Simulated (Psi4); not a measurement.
# Ge2SiH8 (SMILES [GeH3][SiH2][GeH3]): MP3/cc-pVDZ

Aim: the vertical singlet–triplet gap of Ge2SiH8 at MP3/cc-pVDZ, from 2 runs. 

The calculation is run with Psi4 1.11.

2 further runs of the same task are left out: 2 set aside as unsound or not needed.

### Step 1. Starting point

Ge2SiH8: 11 atoms, total charge 0, spin state singlet. SMILES: `[GeH3][SiH2][GeH3]`. The coordinates come from a PBE0-D4/def2-TZVP relaxation.

Bond lengths: Ge1–Si2 2.379 Å, Si2–Ge3 2.379 Å, Ge1–H4 1.538 Å, Ge1–H5 1.538 Å, Ge1–H6 1.538 Å, Si2–H7 1.489 Å, Si2–H8 1.489 Å, Ge3–H9 1.538 Å, Ge3–H10 1.538 Å, Ge3–H11 1.538 Å. Some angles: Ge1–Si2–Ge3 110.5°, Ge1–Si2–H7 109.5°, Ge1–Si2–H8 109.5°, Ge3–Si2–H7 109.5°, Ge3–Si2–H8 109.5°, Si2–Ge1–H4 111.3°, Si2–Ge1–H5 110.1°, Si2–Ge1–H6 110.1°, Si2–Ge3–H9 110.1°, Si2–Ge3–H10 110.1°.

### Step 2. A single-point energy at MP3/cc-pVDZ

run.py

```python
import psi4

psi4.set_memory('1600 MB')
psi4.set_num_threads(1)
psi4.core.set_output_file('ge2h8si.out', False)

mol = psi4.geometry("""
0 1
Ge    -1.314800     1.329100    -0.648100
Si    -0.420300    -0.850100    -0.318100
Ge     1.631200    -0.735900     0.880400
H     -2.643400     1.277800    -1.421300
H     -0.321200     2.193400    -1.442700
H     -1.566300     2.008100     0.708900
H     -0.189900    -1.498600    -1.638400
H     -1.395700    -1.678400     0.443000
H      1.405900    -0.077200     2.251900
H      2.652000     0.110600     0.101200
H      2.227800    -2.135700     1.103800
symmetry c1
""")

psi4.set_options({
    'basis': 'cc-pVDZ',
    'puream': True,
    'e_convergence': 1e-09,
    'd_convergence': 1e-08,
    'scf_type': 'pk',
    'num_frozen_docc': 23,
    'mp_type': 'conv',
})

result = psi4.energy("mp3", molecule=mol)
print(f'total energy {result:.8f} hartree = {result * 27.211386:.5f} eV')
```

The run is started by

```
$ python run.py
```

ge2h8si.out, shortened:

```text
[...]
  Running in c1 symmetry.
[...]
  Nuclear repulsion =  475.364131358495911
[...]
  Multiplicity = 1
[...]
  Nalpha       = 43
  Nbeta        = 43
[...]
    Number of basis functions: 112
[...]
   @RHF iter   1: -4442.87233726101204   -7.12160e+00   1.40982e-02 ADIIS/DIIS
[...]
   @RHF iter  10: -4444.24688221844644   -3.54703e-11   6.74711e-09 DIIS
[...]
    Orbital Energies [Eh]
    ---------------------
    Doubly Occupied:
       1A   -405.285863     2A   -405.285858     3A    -68.782152
       4A    -52.188809     5A    -52.188803     6A    -46.277615
       7A    -46.277611     8A    -46.277480     9A    -46.277475
      10A    -46.277466    11A    -46.277461    12A     -7.205668
      13A     -7.205653    14A     -6.133943    15A     -5.180264
      16A     -5.180260    17A     -5.180250    18A     -5.180246
      19A     -5.180178    20A     -5.180175    21A     -4.239518
      22A     -4.239423    23A     -4.239414    24A     -1.647416
      25A     -1.647373    26A     -1.647355    27A     -1.647343
      28A     -1.646204    29A     -1.646134    30A     -1.643544
      31A     -1.643523    32A     -1.643506    33A     -1.643472
      34A     -0.778506    35A     -0.725989    36A     -0.657667
[...]
  @RHF Final Energy: -4444.24688221844644
   => Energetics <=
    Nuclear Repulsion Energy =            475.3641313584959107
    One-Electron Energy =               -7144.1367248256156017
    Two-Electron Energy =                2224.5257112486729056
    Total Energy =                      -4444.2468822184473538
[...]
 Multipole Moments:
 ------------------------------------------------------------------------------------
     Multipole            Electronic (a.u.)      Nuclear  (a.u.)        Total (a.u.)
 ------------------------------------------------------------------------------------
 L = 1.  Multiply by 2.5417464519 to convert [e a0] to [Debye]
 Dipole X            :          2.0591575           -2.0960573           -0.0368997
 Dipole Y            :          4.0809470           -4.1543165           -0.0733695
 Dipole Z            :          1.5454321           -1.5731912           -0.0277591
 Magnitude           :                                                    0.0866905
[...]
	SCS-MP2 Total Energy (a.u.)        : -4444.60977729418209
	SOS-MP2 Total Energy (a.u.)        : -4444.61681883281835
[...]
	SOS-PI-MP2 Total Energy (a.u.)     : -4444.64527549546256
[...]
	MP2 Total Energy (a.u.)            : -4444.59569421690503
[...]
	SCS-MP3 Total Energy (a.u.)        : -4444.62336232240432
[...]
	MP3 Total Energy (a.u.)            : -4444.65003432979483
[...]
```

The script printed:

```text
total energy -4444.65003433 hartree = -120945.08772 eV
```

Wall time 4.1 min (1 thread of Intel Xeon Platinum 8259CL at 2.50GHz (Skylake/Cascade Lake), shared host); peak memory 1 GiB.

### Step 3. The triplet, same level

ge2h8si.xyz

```xyz
11
Ge2H8Si
Ge    -1.314800     1.329100    -0.648100
Si    -0.420300    -0.850100    -0.318100
Ge     1.631200    -0.735900     0.880400
H     -2.643400     1.277800    -1.421300
H     -0.321200     2.193400    -1.442700
H     -1.566300     2.008100     0.708900
H     -0.189900    -1.498600    -1.638400
H     -1.395700    -1.678400     0.443000
H      1.405900    -0.077200     2.251900
H      2.652000     0.110600     0.101200
H      2.227800    -2.135700     1.103800
```

job.py

```python
import psi4

psi4.set_memory(1600000000)
psi4.set_num_threads(1)
psi4.set_output_file('run.log', False)

with open('ge2h8si.xyz') as f:
    atoms = ''.join(f.readlines()[2:])
molecule = psi4.geometry('0 3\n' + atoms + 'symmetry c1')

psi4.set_options({
    'basis': 'cc-pVDZ',
    'reference': 'uhf',
    'puream': True,
    'e_convergence': 1e-09,
    'd_convergence': 1e-08,
    'scf_type': 'pk',
    'num_frozen_docc': 23,
    'maxiter': 100,
    'mp_type': 'conv',
})

energy_value, wavefunction = psi4.energy('mp3', return_wfn=True)
print('E =', round(energy_value, 9))
```

The run is started by

```
$ python job.py
```

run.log, shortened:

```text
[...]
  Running in c1 symmetry.
[...]
  Nuclear repulsion =  475.364131358495911
[...]
  Multiplicity = 3
[...]
  Nalpha       = 44
  Nbeta        = 42
[...]
    Number of basis functions: 112
[...]
   @UHF iter   1: -4442.37450856364194   -6.62377e+00   1.44599e-02 ADIIS/DIIS
[...]
   @UHF iter  17: -4444.01026508686846   -1.81899e-11   8.37625e-09 DIIS
[...]
   @S^2 Observed:                2.016044826E+00
[...]
  @UHF Final Energy: -4444.01026508686846
   => Energetics <=
    Nuclear Repulsion Energy =            475.3641313584959107
    One-Electron Energy =               -7142.6986789358297756
    Two-Electron Energy =                2223.3242824904659756
    Total Energy =                      -4444.0102650868684577
  UHF NO Occupations:
  HONO-2 :   42  A 1.9975520
  HONO-1 :   43  A 1.0000000
[...]
 Multipole Moments:
 ------------------------------------------------------------------------------------
     Multipole            Electronic (a.u.)      Nuclear  (a.u.)        Total (a.u.)
 ------------------------------------------------------------------------------------
 L = 1.  Multiply by 2.5417464519 to convert [e a0] to [Debye]
 Dipole X            :          2.1014836           -2.0960573            0.0054263
 Dipole Y            :          4.1642607           -4.1543165            0.0099442
 Dipole Z            :          1.5771518           -1.5731912            0.0039606
 Magnitude           :                                                    0.0120008
[...]
	SCS-MP2 Total Energy (a.u.)        : -4444.36883160908656
	SOS-MP2 Total Energy (a.u.)        : -4444.37492328620283
[...]
	SOS-PI-MP2 Total Energy (a.u.)     : -4444.40297391692093
[...]
	MP2 Total Energy (a.u.)            : -4444.35664825485310
[...]
	SCS-MP3 Total Energy (a.u.)        : -4444.38250919023540
[...]
	MP3 Total Energy (a.u.)            : -4444.41135857944755
[...]
```

On the terminal:

```text
E = -4444.411358579
```

It took 4 min on 1 thread of Intel Xeon Platinum 8259CL at 2.50GHz (Skylake/Cascade Lake), shared host; peak memory 1 GiB.

### Step 4. Summary of results

Level: MP3/cc-pVDZ, 23 core orbitals frozen.

```
                                                           quantity           value
                                              singlet: total energy  -4444.65003 Eh
                       singlet: HOMO energy (Hartree–Fock orbitals)       -10.32 eV
                       singlet: LUMO energy (Hartree–Fock orbitals)         3.21 eV
                     singlet: HOMO–LUMO gap (Hartree–Fock orbitals)        13.52 eV
              singlet: correlation energy (23 core orbitals frozen)      -403.2 mEh
                                              triplet: total energy  -4444.41136 Eh
triplet: HOMO energy (Hartree–Fock orbitals) (highest over α and β)        -3.54 eV
 triplet: LUMO energy (Hartree–Fock orbitals) (lowest over α and β)        -2.63 eV
              triplet: correlation energy (23 core orbitals frozen)      -401.1 mEh
                         triplet: ⟨S²⟩ of the reference determinant           2.016
                   vertical energy of the triplet above the singlet        6.495 eV
```

At this shape the triplet lies 6.49 eV (150 kcal/mol) above the singlet.
